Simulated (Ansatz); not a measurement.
# CaSi2N3: the cost of one run

Program: Ansatz 0.2.0. Level of theory: DFT PBE, scalar-relativistic, plane waves, PAW. These are calculated values, not measurements.

### Step 1. Starting point

Symmetry: P6/mmm, No. 191, hexagonal system. The conventional cell has a = 5.440 Å, b = 5.440 Å, c = 3.189 Å, α = 90.00°, β = 90.00°, γ = 120.00°. Ca (site symmetry 6/mmm) has 6 Si at 3.14 Å and 12 N at 3.15 Å and 2 Ca at 3.19 Å in its first shell of neighbours. Si (site symmetry -6m2) is surrounded by 6 N at 2.24 Å and 3 Si at 3.14 Å and 3 Ca at 3.14 Å. N (site symmetry mmm) has 4 Si at 2.24 Å and 4 N at 2.72 Å and 4 Ca at 3.15 Å in its first shell of neighbours.

Coordinates:

```xyz
6
Lattice="5.4403 0.0000 0.0000 -2.7202 4.7115 0.0000 0.0000 0.0000 3.1894" Properties=species:S:1:pos:R:3 pbc="T T T"
Ca    0.0000    0.0000    1.5947
Si    2.7202    1.5705    1.5947
Si    0.0000    3.1410    1.5947
N    -1.3601    2.3557    0.0000
N     1.3601    2.3557    0.0000
N     2.7202    0.0000    0.0000
```

The cell is invented: species swapped into a database cell of DyB2Rh3 (P6/mmm, No. 191), with Ca on the Dy sites, Si on the B sites and N on the Rh sites. The dimensions are guesses.

### Step 2. The guess as it stands, on a coarse mesh

Input file input.yaml:

```yaml
crystal:
  lattice:
    - [5.44033912, 0.0, 0.0]
    - [-2.72016956, 4.71147188, 0.0]
    - [0.0, 0.0, 3.18940896]
  atoms:
    - { symbol: Ca, position: [0.0, 0.0, 0.5] }
    - { symbol: Si, position: [0.66666667, 0.33333333, 0.5] }
    - { symbol: Si, position: [0.33333333, 0.66666667, 0.5] }
    - { symbol: "N", position: [0.0, 0.5, 0.0] }
    - { symbol: "N", position: [0.5, 0.5, 0.0] }
    - { symbol: "N", position: [0.5, 0.0, 0.0] }
basis:
  ecutwfc: 420
kpoints:
  mp_grid: { grid: [6, 6, 6] }
hamiltonian:
  xc: pbe
scf:
  occupations: { method: gaussian, width: 0.1 }
  lower_state_search: "off"
output:
  forces: true
  stress: true
  eigenvalues: true
```

Command:

```console
ansatz run input.yaml --threads 1 --pin off --max-ram 2560MiB --backend cpu --events-out ev --progress --plain --runs-dir out
```

Q: Estimate wall time and peak memory on 1 thread of Arm Neoverse V1, shared host.

About 3.4 s, with a peak of 0.34 GiB.
